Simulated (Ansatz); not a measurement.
# F2H5NSi: the cost of one run

All numbers below are computed with Ansatz 0.2.0 (RHF/def2-SVP).

### 1 The system as given

Bond lengths: Si1–H3 1.460 Å, Si1–F4 1.589 Å, Si1–F5 1.589 Å, Si1–N6 2.120 Å, N6–H7 1.060 Å, N6–H8 1.060 Å. Angles: H3–Si1–F4 109.5°, H3–Si1–F5 109.5°, H3–Si1–N6 178.9°, F4–Si1–F5 109.5°, F4–Si1–N6 70.0°, F5–Si1–N6 70.0°, Si1–N6–H7 120.0°, Si1–N6–H8 120.0°, H7–N6–H8 120.0°.

As a file:

```xyz
9

Si    0.0000    0.0000    0.0000
H     0.0000    0.0000    1.8100
H     1.3768    0.0000   -0.4862
F    -0.7489    1.2974   -0.5295
F    -0.7489   -1.2974   -0.5295
N    -2.0118    0.0000    0.6685
H    -2.7319   -0.6071    0.1822
H    -2.2977    0.6071    1.4890
H    -0.9927    0.0000    1.7642
```

### 2 Pulling towards end A

Springs on the bonds that form and break draw the guess towards this end; the thresholds are loose.

File input.yaml:

```yaml
crystal:
  periodic: [false, false, false]
  atoms:
    - { symbol: Si, position_ang: [0.0, 0.0, 0.0] }
    - { symbol: H, position_ang: [0.0, 0.0, 1.81] }
    - { symbol: H, position_ang: [1.3768, 0.0, -0.4862] }
    - { symbol: F, position_ang: [-0.7489, 1.2974, -0.5295] }
    - { symbol: F, position_ang: [-0.7489, -1.2974, -0.5295] }
    - { symbol: "N", position_ang: [-2.0118, 0.0, 0.6685] }
    - { symbol: H, position_ang: [-2.7319, -0.6071, 0.1822] }
    - { symbol: H, position_ang: [-2.2977, 0.6071, 1.489] }
    - { symbol: H, position_ang: [-0.9927, 0.0, 1.7642] }
basis:
  gaussian: { orbitals: def2-SVP }
hamiltonian:
  xc: hf
relax:
  f_tol: 0.15
  max_steps: 25
  restrain:
    - { distance: [0, 5], at: 3.02, k: 30.0 }
    - { distance: [8, 1], at: 1.86, k: 30.0 }
    - { distance: [0, 1], at: 1.46, k: 30.0 }
    - { distance: [8, 5], at: 1.06, k: 30.0 }
output:
  orbitals: {}
```

Launch:

```console
$ ansatz run input.yaml --threads 1 --pin off --max-ram 2048MiB --backend cpu --events-out ev --progress --plain --runs-dir out
```

What time and memory should one allow on 1 thread of Arm Neoverse V1, shared host?

About 19 s, with a peak of 0.15 GiB.
